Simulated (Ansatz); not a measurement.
Predict the output of the script below (Ansatz 0.2.0 through its Python package).

Script `fdcheck_ba3sr.py`:
```python
# -*- coding: utf-8 -*-
'''Forces and pressure of Ba3Sr against finite differences of the energy with displaced atoms.'''

import warnings

import ansatz as az
import numpy as np

VECTORS = np.array([
    [-0.04443, 5.00724, 4.92444],
    [5.21631, -0.11033, 4.99034],
    [5.05634, 4.91316, 0.04965],
])
SITES = [
    ('Ba', [0.25241, 0.24837, 0.25215]),
    ('Ba', [0.74553, 0.75662, 0.7502]),
    ('Ba', [0.49469, 0.50533, 0.5002]),
    ('Sr', [0.99816, 0.99689, 0.00223]),
]


def make_crystal(cell):
    crystal = az.Crystal(lattice=az.Lattice.of(cell))
    for symbol, position in SITES:
        crystal = crystal.atom(symbol, position)
    return crystal


def main():
    warnings.simplefilter('ignore', az.DeckWarning)

    def solve(crystal):
        return (
            crystal.calculation()
            .occupations(az.OccupationsMethod.COLD, width=0.15)
            .functional('r2SCAN')
            .basis(650, xc_grid=2)
            .kpoints(3, 3, 3)
            .scf(tolerance=1e-09)
            .forces()
            .stress()
            .run(threads=1)
        ).report


    centre = solve(make_crystal(VECTORS))
    start = make_crystal(VECTORS)
    # move one atom both ways along a Cartesian axis
    print(f'force on atom 3 along z: analytic {centre["forces_ev_ang"][3][2]:.4f} eV/A')
    for h in (0.004, 0.016):
        shift = np.eye(3)[2] * h @ np.linalg.inv(VECTORS)
        plus, minus = (solve(start.move(3, to=np.array(SITES[3][1]) + sign * shift))['lagrangian_ev'] for sign in (1, -1))
        print(f'  step {h} A: numerical {-(plus - minus) / (2 * h):.4f} eV/A')
    # P = -dF/dV; the difference feels the change of the plane-wave count with the cell
    volume = abs(np.linalg.det(VECTORS))
    larger, smaller = (solve(make_crystal(VECTORS * (1 + sign * 0.005) ** (1 / 3)))['lagrangian_ev'] for sign in (1, -1))
    numerical = -(larger - smaller) / (0.01 * volume) * 160.21766
    print(f'pressure: analytic {np.trace(centre["stress_gpa"]) / 3:.3f}, numerical {numerical:.3f} GPa')


if __name__ == '__main__':
    main()
```

```console
$ python fdcheck_ba3sr.py
force on atom 3 along z: analytic 0.0428 eV/A
  step 0.004 A: numerical 0.0428 eV/A
  step 0.016 A: numerical 0.0428 eV/A
pressure: analytic -0.250, numerical -0.250 GPa
```

What to keep in mind:
- The program warned that this SCF threshold is loose for forces or stresses.
- Pressure is positive in compression.
- The cell is a database structure, distorted on purpose.
- The central difference errs as the square of the step, so the shorter step is the fairer test; what remains comes from the finite grid and the SCF threshold.
- The script silences the warnings on its input, which a real study should read.
- Hardware and time: 3.9 min on 1 thread of Arm Neoverse V1, with other jobs on the host, peak memory 0.73 GiB.
